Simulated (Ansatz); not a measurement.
**IrOs: compression at zero temperature**

An exercise on one series of results from a longer session: the logs are not shown, and one member is left open.

Method: DFT r2SCAN, scalar-relativistic, plane waves, PAW, in Ansatz 0.2.0.

1 further run of the same task is left out (set aside as unsound or not needed).

**The starting structure**

Symmetry: P-6m2, No. 187, hexagonal system. Conventional cell: a = 2.735 Å, b = 2.735 Å, c = 4.356 Å, α = 90.00°, β = 90.00°, γ = 120.00°. Os (site symmetry -6m2) has 6 Ir at 2.69 Å and 6 Os at 2.73 Å as nearest neighbours. Ir (site symmetry -6m2) has 6 Os at 2.69 Å and 6 Ir at 2.73 Å as nearest neighbours.

Structure file:

```cif
data_structure
_symmetry_space_group_name_H-M 'P-6m2'
_symmetry_Int_Tables_number 187
_cell_length_a 2.7347
_cell_length_b 2.7347
_cell_length_c 4.3557
_cell_angle_alpha 90.000
_cell_angle_beta 90.000
_cell_angle_gamma 120.000
_cell_volume 28.21
loop_
_atom_site_label
_atom_site_type_symbol
_atom_site_symmetry_multiplicity
_atom_site_Wyckoff_symbol
_atom_site_fract_x
_atom_site_fract_y
_atom_site_fract_z
_atom_site_occupancy
Os1 Os 1 c 0.33333 0.66667 0.00000 1
Ir1 Ir 1 f 0.66667 0.33333 0.50000 1
```

It goes back to an entry of the Materials Project, which need not be the stable form.

This cell was relaxed beforehand with the same method: volume 14.11 Å³/atom, gap on the mesh none (metal).

Set-up of the first run:

input.yaml reads:

```yaml
crystal:
  lattice:
    - [2.7436515836, 0.0, 0.0]
    - [-1.3718257918, 2.3760719705, 0.0]
    - [0.0, 0.0, 4.3699539294]
  atoms:
    - { symbol: Os, position: [0.3333333333, 0.6666666667, 0.0] }
    - { symbol: Ir, position: [0.6666666667, 0.3333333333, 0.5] }
basis:
  ecutwfc: 500
kpoints:
  mp_grid: { grid: [18, 18, 10] }
hamiltonian:
  xc: r2scan
scf:
  occupations: { method: gaussian, width: 0.1 }
output:
  forces: true
  stress: true
  eigenvalues: true
relax:
  adjacent_minimum: "off"
  f_tol: 0.008
  max_steps: 50
  cell: { stress_tol: 0.08, p_target: -1.0 }
```

Launch:

```console
ansatz run input.yaml --threads 1 --pin off --max-ram 1331MiB --backend cpu --events-out ev --progress --plain --runs-dir out
```

Among the steps run: Target pressure -1 GPa; 1 GPa; Target pressure 4 GPa; Target pressure 12 GPa; 25 GPa.

One of the session's tables, all rows but one given; the rest of the session is left out.

Lengths are those of the vectors of the cell that was run:

```
P (GPa)  V (Å³/atom)  a (Å)  b (Å)  c (Å)  ΔH (eV/atom)
     -1        14.14  2.737  2.737  4.359        -0.088
      0        14.11  2.735  2.735  4.356         0.000
      1            ?      ?      ?      ?             ?
      4        13.97  2.725  2.725  4.343         0.350
     12        13.72  2.709  2.709  4.319         1.042
     25        13.36  2.684  2.684  4.284         2.140
```

**Question.** Estimate the row for P (GPa) = 1.

Worked estimate for «V (Å³/atom)». A straight line through the neighbours (0, 14.11) and (4, 13.97) gives 14.11 + (13.97 − 14.11) × (1 − 0) / (4 − 0) = 14.07; a parabola fitted to 4 rows on both sides gives 14.07.

**Answer.** V (Å³/atom): 14.07; a (Å): 2.732; b (Å): 2.732; c (Å): 4.352; ΔH (eV/atom): 0.088. In «V (Å³/atom)» the line misses by 0.00 and the parabola by 0.00.

ΔH is E + PV over the energy at zero pressure; a, b and c are the vectors of the computed cell. 

Limits of these values: Other structures may take over in this range; these runs cannot find them.
